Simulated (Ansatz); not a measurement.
# SnHClF+: an energy map over bond length F1–Sn2 and bond length Sn2–H4

Program: Ansatz 0.2.0. Level of theory: RKS wB97M-V/def2-SVP. These are calculated values, not measurements.

## Step 1: Starting geometry

4 atoms, charge 1, spin multiplicity 1.

Atoms are counted from 1 here; the program's logs count them from 0.

Bond lengths: F1–Sn2 1.912 Å, Sn2–Cl3 2.276 Å, Sn2–H4 1.712 Å. Angles: F1–Sn2–Cl3 111.8°, F1–Sn2–H4 118.0°, Cl3–Sn2–H4 130.2°.

Coordinates:

```csv
atom,x (Å),y (Å),z (Å)
F1,-1.8102,-0.0102,0.3936
Sn2,0.0349,0.1345,-0.0874
Cl3,1.2534,-1.6216,0.6953
H4,0.5219,1.4973,-1.0014
```

## Step 3: Plan of the scan

First coordinate, bond length F1–Sn2: 7 values from 1.658 to 2.356 Å. Second coordinate, bond length Sn2–H4: 7 values from 1.410 to 2.183 Å.

Nothing else is relaxed (all other coordinates rigid). Energies count from the relaxed molecule at the same level.

(The set-up runs are not shown.)

## Step 4: Point bond length F1–Sn2 = 2.123 Å, bond length Sn2–H4 = 1.668 Å

input.yaml

```yaml
crystal:
  periodic: [false, false, false]
  atoms:
    - { symbol: F, position_ang: [-1.780276, -0.009629, 0.386801] }
    - { symbol: Sn, position_ang: [0.267751, 0.153009, -0.148232] }
    - { symbol: Cl, position_ang: [1.462963, -1.580431, 0.625946] }
    - { symbol: H, position_ang: [0.736735, 1.483026, -1.038924] }
total_charge: 1
basis:
  gaussian: { orbitals: def2-SVP }
hamiltonian:
  xc: { name: wB97M-V }
output:
  forces: true
```

Run with:

```bash
ansatz run input.yaml --threads 1 --pin off --max-ram 2560MiB --backend cpu --events-out ev --progress --plain --runs-dir out
```

Q: Estimate wall time and peak memory on 1 thread of Intel Xeon at 2.50GHz (Skylake/Cascade Lake), shared host.

About 14 s, with a peak of 0.18 GiB.
